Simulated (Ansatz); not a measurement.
# Pd in Ansatz: projected density of states with PBE

Aim: the projected density of states of Pd with PBE.

All numbers are computed with Ansatz 0.2.0; they aren't measurements. Logs are shortened: lines on timing, memory, paths and dates and some standing lists are left out, and cuts for length are marked.

### Step 1. The undisturbed slab

The cell holds a slab with vacuum, 6 atoms: a = 2.751 Å, b = 2.751 Å, c = 24.724 Å, α = 90.00°, β = 90.00°, γ = 90.00°.

The slab is cut from a database's or a generator's crystal, which needn't be the stable form of the element.

### Step 2. Projected density of states, PBE (the (1 0 0) slab of Pd, cut from the database cell, not relaxed)

Input file input.yaml:

```yaml
crystal:
  lattice:
    - [2.7505039575, 0.0, 0.0]
    - [0.0, 2.7505039575, 0.0]
    - [0.0, 0.0, 24.7245]
  atoms:
    - { symbol: Pd, position: [0.5, 0.5, 0.3033428381] }
    - { symbol: Pd, position: [0.0, 0.0, 0.3820057028] }
    - { symbol: Pd, position: [0.5, 0.5, 0.4606685676] }
    - { symbol: Pd, position: [0.0, 0.0, 0.5393314324] }
    - { symbol: Pd, position: [0.5, 0.5, 0.6179942972] }
    - { symbol: Pd, position: [0.0, 0.0, 0.6966571619] }
kpoints:
  mp_grid: { grid: [10, 10, 1] }
  band_path:
    path:
      - [0.0, 0.0, 0.0]
      - [0.0, 0.5, 0.0]
      - [0.5, 0.5, 0.0]
      - [0.0, 0.0, 0.0]
      - [0.0, 0.0, 0.5]
      - [0.0, 0.5, 0.5]
      - [0.5, 0.5, 0.5]
      - [0.0, 0.0, 0.5]
    npoints: 12
scf:
  occupations: { method: fermi_dirac, width: 0.05 }
hamiltonian:
  xc: pbe
  pseudopotentials: { kind: all_electron, lapw: { basis_error: 0.002 } }
output:
  forces: true
  stress: true
  eigenvalues: true
  fatbands: false
  dos: { projected: true, de: 0.2, e_range: [-10, 6] }
  populations: true
```

Potentials or basis: all-electron LAPW, scalar-relativistic.

Launch:

```console
> ansatz run input.yaml --threads 8 --pin off --max-ram 28672MiB --backend cpu --events-out ev --progress --plain --runs-dir out
```

The log of the run:

```text
Warning: RAYON_NUM_THREADS=8 ignored (pool sized by the plan → 8); use --threads N
Pd: projections on atomic orbitals take those of the free atom 1s2 2s2 2p6 3s2 3p6 3d10 4s2 4p6 4d10, of charge +0.00 (hamiltonian.pseudopotentials.projection_atoms)
LAPW: plane waves up to 8.066 Å⁻¹, error target 2.0e-3 eV per atom; small_component_spin mean_spin; Pd in spheres of 1.375 Å, 28 of its electrons in bands, Dirac shells [] (how accurate: hamiltonian.pseudopotentials.lapw.basis_error, Limitations)
Engine: ansatz 0.2.0, x86_64-unknown-linux-gnu
Pseudopotentials: kind: all_electron
Pseudopotential: Pd, LAPW, valence charge 28, lapw/all_electron/scalar/gaussian/Pd, Koelling and Harmon's equation, gaussian nucleus
Functional definition: PBE
  parameter kappa = 0.804
  parameter beta = 0.06672455060314922
  exchange = pbe_x(kappa = kappa, mu = beta*pi^2/3)
  correlation = pbe_c(beta = beta)
Crystal: 6 atoms, lattice volume = 187.048 Å³
Basis set: ecut = 247.87753749900543 eV, 1659 PW (Γ), exchange–correlation at level 2
Bands: 101, of which v1, the nominal top of the filled ones, is band 84 counted from 1 (83 counted from 0)
Symmetry: 16 space group operations
Space group: P4/nmm (ITA 129), of the structure as read, at distance tolerance 5.7e-5 Å
k-points: 21 of 100
Non-local potential: Pd, projectors of the file, none
Initial density: superposition of atomic densities (neutral atoms: chi_scale 0, normalization atom)
Initial wavefunctions: plane waves of lowest kinetic energy (no species holds an atomic orbital)
Functional: x = pbe(κ = 0.804, μ = 0.2195149727645171), c = pbe(β = 0.06672455060314922)
iter 1 solved again at ethr=6.59e-3 eV; its pass at ethr=1.00e-1 eV (dr2=1.11e1 eV) is discarded
SCF iter   1: F=—  HF=-823844.260750 eV  |F-HF|=—  |Δ(HF+E_count)|=         —  Δρ=3.74e-2  dr2=1.11e1  ethr=6.59e-3  ⟨swp⟩=2.0  Hψ=12651  notcnv=0
preconditioner: auto → LDOS  [metal: Δε(μ)=0.023 eV  Ē_g=8.573 eV  σ=0.050 eV  W_gap=0.12  n_scr=64 (ndim 8)  ℏωp=21.0 eV  f_vac=0.506  D(μ)=12.34/eV (n_scr^D=146)  β→1.0]
SCF iter   2: F=—  HF=-823846.818567 eV  |F-HF|=—  |Δ(HF+E_count)|=    2.56e0  Δρ=1.86e-2  dr2=1.82e0  ethr=6.58e-3  ⟨swp⟩=3.0  Hψ=5913  notcnv=0
SCF iter   3: F=—  HF=-823838.720792 eV  |F-HF|=—  |Δ(HF+E_count)|=    8.10e0  Δρ=5.67e-3  dr2=4.57e-1  ethr=1.08e-3  ⟨swp⟩=3.0  Hψ=6909  notcnv=0
SCF iter   4: F=—  HF=-823838.689797 eV  |F-HF|=—  |Δ(HF+E_count)|=         —  Δρ=3.89e-3  dr2=5.42e-1  ethr=2.72e-4  ⟨swp⟩=2.3  Hψ=6337  notcnv=0  defer=1
the basis was enlarged: its passes take 772.2 KiB over the memory plan, 8 of 8 planned eigensolver slots
iter 5 solved again at ethr=2.50e-5 eV; its pass at ethr=2.72e-4 eV (dr2=4.20e-2 eV) is discarded
SCF iter   5: F=—  HF=-823838.654613 eV  |F-HF|=—  |Δ(HF+E_count)|=   3.52e-2  Δρ=1.30e-3  dr2=4.19e-2  ethr=2.50e-5  ⟨swp⟩=2.0  Hψ=10178  notcnv=0
SCF iter   6: F=—  HF=-823838.653310 eV  |F-HF|=—  |Δ(HF+E_count)|=   1.30e-3  Δρ=5.37e-4  dr2=1.49e-3  ethr=2.49e-5  ⟨swp⟩=2.0  Hψ=6136  notcnv=0
SCF iter   7: F=—  HF=-823838.653492 eV  |F-HF|=—  |Δ(HF+E_count)|=   1.82e-4  Δρ=2.61e-4  dr2=2.40e-4  ethr=8.87e-7  ⟨swp⟩=2.6  Hψ=6175  notcnv=0
SCF iter   8: F=—  HF=-823838.653430 eV  |F-HF|=—  |Δ(HF+E_count)|=   6.12e-5  Δρ=1.45e-4  dr2=1.84e-4  ethr=1.43e-7  ⟨swp⟩=2.7  Hψ=6185  notcnv=0
SCF iter   9: F=—  HF=-823838.653418 eV  |F-HF|=—  |Δ(HF+E_count)|=   1.26e-5  Δρ=5.76e-5  dr2=3.14e-5  ethr=1.09e-7  ⟨swp⟩=2.0  Hψ=6126  notcnv=0
SCF iter  10: F=—  HF=-823838.653419 eV  |F-HF|=—  |Δ(HF+E_count)|=   8.10e-7  Δρ=1.66e-5  dr2=2.55e-6  ethr=1.87e-8  ⟨swp⟩=2.0  Hψ=6125  notcnv=0
SCF iter  11: F=—  HF=-823838.653419 eV  |F-HF|=—  |Δ(HF+E_count)|=   5.16e-7  Δρ=5.94e-6  dr2=2.98e-7  ethr=1.52e-9  ⟨swp⟩=2.3  Hψ=6137  notcnv=0
SCF iter  12: F=-823838.653419 eV  HF=-823838.653419 eV  |F-HF|=7.92e-9  |Δ(HF+E_count)|=   3.49e-9  Δρ=1.63e-6  dr2=1.69e-8  ethr=1.77e-10  ⟨swp⟩=2.1  Hψ=6124  notcnv=0
SCF 1 converged in 12 iterations: F = -823838.653419 eV  dr2 = 1.69e-8
NSCF: frozen V_eff on 85 k-points
SCF converged after 12 iterations
Free energy (F): -823838.653419 eV
Harris-Foulkes:  -823838.653419 eV  (|F-HF|=7.92e-9)
Internal energy: -823838.550808 eV  (E = F + TS)
E sigma→0 (E₀):  -823838.602114 eV
Entropy (-TS):   -0.102611 eV (-17.102 meV/atom)
Fermi energy:    7.511216 eV
--- Per-component energies (eV) ---
  E_band       = -21127.274587
  E_kinetic    = 859781.344081
  E_xc         = -23535.613106
  E_electrostatic = -1660084.281784  (all electrons and nuclei)
  E_smearing   = -0.102611  (= −TS)
  E_closure    = 0.000000  (closes the sum)
  E_atoms      = -823817.772506  (free atoms, spherical and without spin; not in F)
  Σ components = -823838.653419   (vs F -823838.653419, Δ=0.00e0)
  Basis errors (estimates in eV, not in F): energy 5.8e-4 per atom: plane waves 5.1e-4 (2.7e-4 summed), levels above the bands 4.6e-95, relativity 1.1e-7, radial functions 7.3e-5, core shells 5.5e-8; eigenvalues (radial functions only) 1.4e-6; not estimated: angular momenta, meshes, grids; target (lapw.basis_error) 2.0e-3; muffin-tin radii Pd 1.375 Å
--- Forces (eV/Å), atoms counted from 1 ---
  atom   1  Pd     0.00000000     0.00000000    -0.21857679
  atom   2  Pd     0.00000000     0.00000000    -0.07389177
  atom   3  Pd     0.00000000     0.00000000    -0.04309855
  atom   4  Pd     0.00000000     0.00000000     0.04309855
  atom   5  Pd     0.00000000     0.00000000     0.07389177
  atom   6  Pd     0.00000000     0.00000000     0.21857679
  max |Σ_I F_I| component: 2.78e-17 eV/Å
--- Stress (GPa, compression-positive) ---
        1.144403       0.000000       0.000000
        0.000000       1.144403       0.000000
        0.000000       0.000000       2.266690
  P = ⅓ Tr σ = 1.5185 GPa (15.185 kbar)
--- Band table (eV; the first three rows and the last of 21) ---
  k-point 0: bands = ["-316.8474", "-316.8474", "-316.8474", "-316.8474", "-316.8390", "-316.8390", "-316.8262", "-316.8262", "-316.8262", "-316.8262", "-316.8254", "-316.8254", "-316.8218", "-316.8218", "-316.8135", "-316.8135", "-316.8066", "-316.8066", "-316.7902", "-316.7902", "-316.3488", "-316.3488", "-316.3164", "-316.3164", "-316.2611", "-316.2611", "-316.2611", "-316.2611", "-316.2354", "-316.2354", "-76.6332", "-76.6047", "-76.5754", "-76.5672", "-76.0729", "-76.0729", "-42.5062", "-42.4082", "-42.2890", "-42.2752", "-42.2752", "-42.2236", "-42.2236", "-42.1905", "-42.1716", "-42.1716", "-42.1454", "-42.1454", "-41.7619", "-41.7619", "-41.7619", "-41.7619", "-41.6756", "-41.6755", "0.6383", "1.4787", "2.2329", "2.3872", "2.5010", "2.8574", "2.8693", "3.0611", "3.3647", "3.8992", "4.3559", "4.5945", "4.8006", "4.8006", "5.2616", "5.2616", "5.7206", "5.9192", "5.9192", "5.9296", "6.2025", "6.2842", "6.3505", "6.5886", "6.6646", "6.6646", "6.8863", "7.1863", "7.3283", "7.3283", "7.4528", "7.5061", "7.6974", "7.6974", "7.7363", "9.3028", "10.3514", "12.4993", "12.8704", "14.0872", "15.5016", "17.4115", "18.8565", "20.7379", "21.1940", "21.1940", "21.4145"]
  k-point 1: bands = ["-316.8474", "-316.8474", "-316.8474", "-316.8474", "-316.8390", "-316.8390", "-316.8262", "-316.8262", "-316.8262", "-316.8262", "-316.8254", "-316.8254", "-316.8218", "-316.8218", "-316.8135", "-316.8135", "-316.8066", "-316.8066", "-316.7902", "-316.7902", "-316.3488", "-316.3488", "-316.3164", "-316.3164", "-316.2611", "-316.2611", "-316.2611", "-316.2611", "-316.2354", "-316.2354", "-76.6301", "-76.6026", "-76.5741", "-76.5666", "-76.0712", "-76.0712", "-42.4986", "-42.4125", "-42.3098", "-42.2874", "-42.2704", "-42.2246", "-42.2206", "-42.2185", "-42.1707", "-42.1691", "-42.1675", "-42.1464", "-41.7823", "-41.7823", "-41.7606", "-41.7606", "-41.6737", "-41.6737", "0.8708", "1.6822", "2.3767", "2.5459", "2.6496", "2.9655", "3.0520", "3.1930", "3.5108", "3.9882", "4.3959", "4.6924", "4.7775", "4.8535", "5.0886", "5.2450", "5.3806", "5.7880", "5.8034", "6.0412", "6.1935", "6.2694", "6.3360", "6.4011", "6.5430", "6.5973", "6.9123", "7.0250", "7.0962", "7.1619", "7.3420", "7.3579", "7.5217", "7.7048", "8.3923", "9.9118", "11.0821", "12.7289", "13.0850", "14.3152", "15.6914", "17.6061", "18.9176", "19.8793", "20.9061", "21.0129", "21.5512"]
  k-point 2: bands = ["-316.8474", "-316.8474", "-316.8474", "-316.8474", "-316.8390", "-316.8390", "-316.8262", "-316.8262", "-316.8262", "-316.8262", "-316.8254", "-316.8254", "-316.8218", "-316.8218", "-316.8135", "-316.8135", "-316.8066", "-316.8066", "-316.7902", "-316.7902", "-316.3488", "-316.3488", "-316.3164", "-316.3164", "-316.2611", "-316.2611", "-316.2611", "-316.2611", "-316.2354", "-316.2354", "-76.6216", "-76.5972", "-76.5706", "-76.5653", "-76.0667", "-76.0667", "-42.4805", "-42.4330", "-42.3593", "-42.3193", "-42.2661", "-42.2572", "-42.2463", "-42.2128", "-42.2082", "-42.1795", "-42.1685", "-42.1499", "-41.8348", "-41.8347", "-41.7570", "-41.7570", "-41.6693", "-41.6693", "1.4974", "2.1412", "2.6607", "2.7289", "3.1384", "3.1984", "3.2807", "3.5789", "4.1489", "4.4464", "4.4812", "4.8713", "4.8815", "4.9589", "4.9644", "4.9804", "5.1632", "5.3927", "5.5127", "5.8695", "5.9011", "5.9826", "6.2351", "6.3292", "6.3663", "6.3706", "6.7130", "6.7354", "6.8660", "7.1450", "7.3880", "7.6020", "7.6049", "7.7521", "9.3812", "11.0547", "12.4115", "13.4515", "13.7166", "15.0135", "16.2454", "17.2908", "18.1563", "18.3677", "19.2369", "19.6244", "20.9338"]
  k-point 20: bands = ["-316.8474", "-316.8474", "-316.8474", "-316.8474", "-316.8390", "-316.8390", "-316.8262", "-316.8262", "-316.8262", "-316.8262", "-316.8254", "-316.8254", "-316.8218", "-316.8218", "-316.8135", "-316.8135", "-316.8066", "-316.8066", "-316.7902", "-316.7902", "-316.3488", "-316.3488", "-316.3164", "-316.3164", "-316.2611", "-316.2611", "-316.2611", "-316.2611", "-316.2354", "-316.2354", "-76.5715", "-76.5715", "-76.5446", "-76.5446", "-76.0366", "-76.0366", "-42.5053", "-42.5053", "-42.4348", "-42.4348", "-42.3604", "-42.3604", "-42.3119", "-42.3119", "-42.3084", "-42.3084", "-42.2899", "-42.2899", "-41.9546", "-41.9546", "-41.9546", "-41.9546", "-41.6493", "-41.6493", "2.2840", "2.2840", "2.5611", "2.5611", "2.7965", "2.7965", "3.1431", "3.1431", "3.4620", "3.4620", "4.0126", "4.0126", "5.1021", "5.1021", "6.3103", "6.3103", "6.4566", "6.4566", "7.0042", "7.0042", "7.3598", "7.3598", "7.3684", "7.3684", "7.7930", "7.7930", "7.8254", "7.8254", "8.1729", "8.1729", "11.5245", "11.5245", "13.0826", "13.0826", "14.9407", "14.9407", "16.8703", "16.8703", "18.0055", "18.0055", "18.1775", "18.1775", "18.2703", "18.2703", "18.6663", "18.6663", "19.2056"]
--- Löwdin populations: 6 sites ---
  site symbol       q [e]
     0     Pd     45.4078
     1     Pd     45.3859
     2     Pd     45.3737
     3     Pd     45.3737
     4     Pd     45.3859
     5     Pd     45.4078
  spilling = 0.013280 (of n_electrons = 276.000000)
```

Run time: 67 s. Hardware: 8 threads of Intel Xeon at 2.50GHz (Skylake/Cascade Lake), shared host; peak memory 1.5 GiB.

What came out:

* Free energy: -823838.6534 eV
* Largest force: 0.219 eV/Å
* Band gap along the path: none (metal or under the smearing width)
* Work function: 5.08 eV

Forces in eV/Å, atoms in the order of the input:
```
Pd   0.000  0.000 -0.219
Pd   0.000  0.000 -0.074
Pd   0.000  0.000 -0.043
Pd   0.000  0.000  0.043
Pd   0.000  0.000  0.074
Pd   0.000  0.000  0.219
```

Stress tensor (GPa, compression positive):
```
1.14 0.00 0.00
0.00 1.14 0.00
0.00 0.00 2.27
```

Levels at the corners of the path, in eV from the Fermi level:
| point | band 82 | band 83 | band 84 | band 85 | band 86 | band 87 | band 88 | band 89 |
| --- | --- | --- | --- | --- | --- | --- | --- | --- |
| Γ | -0.32 | -0.18 | -0.18 | -0.06 | -0.01 | 0.19 | 0.19 | 0.23 |
| X | -0.33 | -0.07 | -0.07 | 1.52 | 1.52 | 2.15 | 2.15 | 2.34 |
| M | 0.31 | 0.66 | 0.66 | 4.01 | 4.01 | 5.57 | 5.57 | 7.43 |
| Γ | -0.32 | -0.18 | -0.18 | -0.06 | -0.01 | 0.19 | 0.19 | 0.23 |
| Z | -0.32 | -0.18 | -0.18 | -0.06 | -0.01 | 0.19 | 0.19 | 0.23 |
| R | -0.33 | -0.07 | -0.07 | 1.52 | 1.52 | 2.15 | 2.15 | 2.34 |
| A | 0.31 | 0.66 | 0.66 | 4.01 | 4.01 | 5.57 | 5.57 | 7.43 |
| Z | -0.32 | -0.18 | -0.18 | -0.06 | -0.01 | 0.19 | 0.19 | 0.23 |

States per cell in windows of 1 eV (zero at the Fermi level; states under -8 eV left out):
| from (eV) | total | Pd1 4d | Pd6 4d | Pd3 4d | Pd4 4d | Pd2 4d | Pd5 4d |
| --- | --- | --- | --- | --- | --- | --- | --- |
| -8.0 | 0.00 | 0.00 | 0.00 | 0.00 | 0.00 | 0.00 | 0.00 |
| -7.0 | 0.24 | 0.00 | 0.00 | 0.00 | 0.00 | 0.00 | 0.00 |
| -6.0 | 1.60 | 0.04 | 0.04 | 0.29 | 0.29 | 0.16 | 0.16 |
| -5.0 | 9.91 | 0.65 | 0.65 | 1.96 | 1.96 | 1.97 | 1.97 |
| -4.0 | 10.03 | 1.54 | 1.54 | 1.47 | 1.47 | 1.81 | 1.81 |
| -3.0 | 12.44 | 1.96 | 1.96 | 2.12 | 2.12 | 1.87 | 1.87 |
| -2.0 | 12.21 | 2.61 | 2.61 | 1.72 | 1.72 | 1.49 | 1.49 |
| -1.0 | 13.45 | 2.56 | 2.56 | 1.78 | 1.78 | 2.04 | 2.04 |
| 0.0 | 3.93 | 0.50 | 0.50 | 0.48 | 0.48 | 0.48 | 0.48 |
| 1.0 | 1.63 | 0.05 | 0.05 | 0.06 | 0.06 | 0.06 | 0.06 |
| 2.0 | 1.78 | 0.03 | 0.03 | 0.04 | 0.04 | 0.03 | 0.03 |
| 3.0 | 1.84 | 0.01 | 0.01 | 0.02 | 0.02 | 0.02 | 0.02 |
| 4.0 | 1.57 | 0.01 | 0.01 | 0.01 | 0.01 | 0.01 | 0.01 |
| 5.0 | 2.21 | 0.01 | 0.01 | 0.01 | 0.01 | 0.01 | 0.01 |

Caveat: the density of states is complete only up to the lowest level of the last band computed.
